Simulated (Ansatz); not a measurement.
**C2H5OSi radical: up Jacob's ladder to CCSD(T)**

One table from this session's results is given with a row withheld; the runs are named, their logs left out.

The runs use Ansatz 0.2.0, Gaussian basis; functionals in def2-TZVPP, the program's frozen cores in correlated methods.

Levels to be run: LDA (SPW92), PBE-D4, revPBE-D4, BLYP-D4, r2SCAN-D4, B97M-V, PBE0-D4, B3LYP-D4, r2SCANh-D4, r2SCAN0-D4, HSE06-D4, BHLYP-D4, CAM-B3LYP-D4, LC-ωPBE, ωB97X-V, ωB97M-V, B2PLYP, PBE-QIDH; CCSD(T)/def2-SVP; CCSD(T)/def2-TZVPP; MP2/def2-QZVPP; extrapolation to the limit; RPA on PBE.

## The relaxed structure

All runs share one geometry, relaxed beforehand with PBE0-D4 in a triple-zeta def2 set.

SMILES `C=C[SiH]O`, 9 atoms, charge 0, spin multiplicity 2.

Atoms are counted from 1 here; the program's logs count them from 0.

Bond lengths: C1–C2 1.336 Å, C1–H5 1.086 Å, C1–H6 1.086 Å, C2–Si3 1.845 Å, C2–H7 1.090 Å, Si3–O4 1.652 Å, Si3–H8 1.487 Å, O4–H9 0.958 Å. Angles: C2–C1–H5 122.2°, C2–C1–H6 121.8°, H5–C1–H6 116.0°, C1–C2–Si3 124.3°, C1–C2–H7 118.3°, Si3–C2–H7 117.2°, C2–Si3–O4 113.2°, C2–Si3–H8 112.2°, O4–Si3–H8 106.3°, Si3–O4–H9 117.3°.

The first run:

in.yaml reads:

```yaml
crystal:
  periodic: [false, false, false]
  atoms:
    - {symbol: C, position_ang: [-0.108203, 1.177349, -0.835405]}
    - {symbol: C, position_ang: [0.605626, 0.054938, -0.712574]}
    - {symbol: Si, position_ang: [0.443534, -1.132038, 0.689959]}
    - {symbol: O, position_ang: [-0.838208, -0.801194, 1.678172]}
    - {symbol: H, position_ang: [0.052839, 1.879432, -1.648142]}
    - {symbol: H, position_ang: [-0.898683, 1.432006, -0.135113]}
    - {symbol: H, position_ang: [1.384833, -0.144995, -1.447569]}
    - {symbol: H, position_ang: [0.260142, -2.531926, 0.222670]}
    - {symbol: H, position_ang: [-0.813381, 0.020227, 2.171003]}
basis:
  gaussian: {orbitals: def2-TZVPP}
magnetization: {spin_polarized: true, initial_magnetization: 1}
hamiltonian: {xc: lda}
output: {orbitals: {seedname: orbitals}}
```

The run is started by

```console
> ansatz run in.yaml --threads 4 --pin off --events-out ev --progress --plain --max-ram 10444MiB
```

Steps of the session up to this table: LDA; PBE-D4 (GGA); revPBE-D4 (GGA); BLYP-D4 (GGA); r2SCAN-D4 (meta-GGA); B97M-V (meta-GGA); PBE0-D4 (hybrid); B3LYP-D4 (hybrid); r2SCANh-D4 (hybrid); r2SCAN0-D4 (hybrid); HSE06-D4 (hybrid); BHLYP-D4 (hybrid); CAM-B3LYP-D4 (range-separated); LC-ωPBE (range-separated); ωB97X-V (range-separated); ωB97M-V (range-separated); B2PLYP (double hybrid); PBE-QIDH (double hybrid).

One of the session's tables, all rows but one given; the rest of the session is left out.

It belongs to the step «Orbital energies across the functionals». 

| functional | HOMO (eV) | LUMO (eV) | gap (eV) |
| --- | --- | --- | --- |
| LDA (SPW92) | -4.45 | -3.41 | 1.04 |
| PBE-D4 | -4.45 | -2.98 | 1.47 |
| revPBE-D4 | -4.42 | -2.84 | 1.58 |
| BLYP-D4 | -4.25 | -2.99 | 1.26 |
| r2SCAN-D4 | -4.77 | -2.55 | 2.22 |
| B97M-V | -4.48 | -3.06 | 1.42 |
| PBE0-D4 | -5.53 | -2.04 | 3.48 |
| B3LYP-D4 | -5.26 | -2.43 | 2.83 |
| r2SCANh-D4 | -5.17 | -2.23 | 2.93 |
| r2SCAN0-D4 | -5.77 | -1.76 | 4.01 |
| HSE06-D4 | -5.13 | -2.43 | 2.70 |
| BHLYP-D4 | -6.45 | -1.21 | 5.24 |
| CAM-B3LYP-D4 | ? | ? | ? |
| LC-ωPBE | -8.10 | 0.26 | 8.36 |
| ωB97X-V | -7.59 | -0.24 | 7.35 |
| ωB97M-V | -7.23 | -0.39 | 6.85 |

**Question.** Estimate the row for CAM-B3LYP-D4.

**Answer.** HOMO (eV): -6.71; LUMO (eV): -1.14; gap (eV): 5.57. In the column «HOMO (eV)» it lies between ωB97M-V (-7.23) and BHLYP-D4 (-6.45).
